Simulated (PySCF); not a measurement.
# C3H2BBrF2: the cost of one run

Programs: PySCF 2.14.0, with density-fitted response routines of our own. Each step states its level of theory. These are calculated values for one molecule in the gas phase, unless marked as measured. Atoms count from 0, in the outputs and in this text.

## 1. The molecule as given

9 atoms, charge 0, multiplicity 1; geometry from: PBE0-D3(BJ)/def2-SVP.

Bonds of the start (Å): B0–C1 1.51, C1–C2 1.22, C2–C3 1.46, C3–F4 1.33, C3–F5 1.33, C3–Br6 1.96, B0–H7 1.21, B0–H8 1.21.

## 2. NMR shieldings: PBE0/6-31G*

The job: settings as JSON, then the geometry in Å.

```
{"job": {"kind": "nmr", "xc": "PBE0", "basis": "6-31G*", "pop": true}, "charge": 0, "multiplicity": 1}
B      2.295637     0.627864    -0.267181
C      0.857405     0.183599    -0.367417
C     -0.308020    -0.172761    -0.443393
C     -1.701168    -0.586391    -0.531323
F     -2.119926    -0.666253    -1.793512
F     -1.909840    -1.771578     0.040914
Br    -2.779122     0.753420     0.400337
H      2.971402     0.254086     0.658351
H      2.755252     1.353897    -1.112200
```

With the program's defaults for keys left out, this is: GIAO PBE0/6-31G* NMR shielding, non-relativistic, gas phase.

Started as:

```sh
$ OMP_NUM_THREADS=1 python probes_run.py task.json out
```

This one command runs all jobs of the session in turn.

**Question.** How long does this first job take on 1 thread of Arm Neoverse V1, shared host, and how much memory does it need?

About 15 s, with a peak of 0.64 GiB.
